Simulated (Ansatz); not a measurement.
# AlGa3N4: the cost of one run

Method: DFT LDA, scalar-relativistic, plane waves, PAW, in Ansatz 0.2.0.

2 further runs of the same task are left out: 2 set aside as unsound or not needed.

## Step 1: The starting structure

It takes space group P-43m (No. 215, cubic). Conventional cell: a = 4.468 Å, b = 4.468 Å, c = 4.468 Å, α = 90.00°, β = 90.00°, γ = 90.00°. Al (site symmetry -43m) has 4 N at 1.90 Å as nearest neighbours. Ga (site symmetry -42m) is surrounded by 4 N at 1.95 Å. Around N (site symmetry 3m) lie 1 Al at 1.90 Å and 3 Ga at 1.95 Å.

Coordinates:

```
Al Ga N
1.0
     4.46757    0.00000    0.00000
     0.00000    4.46757    0.00000
     0.00000    0.00000    4.46757
Al Ga N
1 3 4
Direct
  0.00000 0.00000 0.00000
  0.50000 0.50000 0.00000
  0.50000 0.00000 0.50000
  0.00000 0.50000 0.50000
  0.75503 0.75503 0.24497
  0.75503 0.24497 0.75503
  0.24497 0.75503 0.75503
  0.24497 0.24497 0.24497
```

It goes back to an entry of the Materials Project, which need not be the stable form.

This cell was relaxed beforehand with the same method: volume 11.15 Å³/atom, gap on the mesh 2.29 eV.

## Step 2: Relaxing with LDA

File input.yaml:

```yaml
crystal:
  lattice:
    - [4.4675724049, 0.0, 0.0]
    - [0.0, 4.4675724049, 0.0]
    - [0.0, 0.0, 4.4675724049]
  atoms:
    - { symbol: Al, position: [0.0, 0.0, 0.0] }
    - { symbol: Ga, position: [0.5, 0.5, 0.0] }
    - { symbol: Ga, position: [0.5, 0.0, 0.5] }
    - { symbol: Ga, position: [0.0, 0.5, 0.5] }
    - { symbol: "N", position: [0.7550308532, 0.7550308532, 0.2449691468] }
    - { symbol: "N", position: [0.7550308532, 0.2449691468, 0.7550308532] }
    - { symbol: "N", position: [0.2449691468, 0.7550308532, 0.7550308532] }
    - { symbol: "N", position: [0.2449691468, 0.2449691468, 0.2449691468] }
basis:
  ecutwfc: 420
kpoints:
  mp_grid: { grid: [6, 6, 6] }
hamiltonian:
  xc: lda
scf:
  occupations: { method: fixed }
output:
  forces: true
  stress: true
  eigenvalues: true
relax:
  adjacent_minimum: "off"
  f_tol: 0.001
  max_steps: 60
  cell: { stress_tol: 0.01 }
```

The run is started by

```sh
$ ansatz run input.yaml --threads 2 --pin off --max-ram 6144MiB --backend cpu --events-out ev --progress --plain --runs-dir out
```

**Question.** How long does this run take on 2 threads of Oxide Virtual Turin-like (Zen 5), shared host, and how much memory does it need?

About 13 s, with a peak of 0.41 GiB.
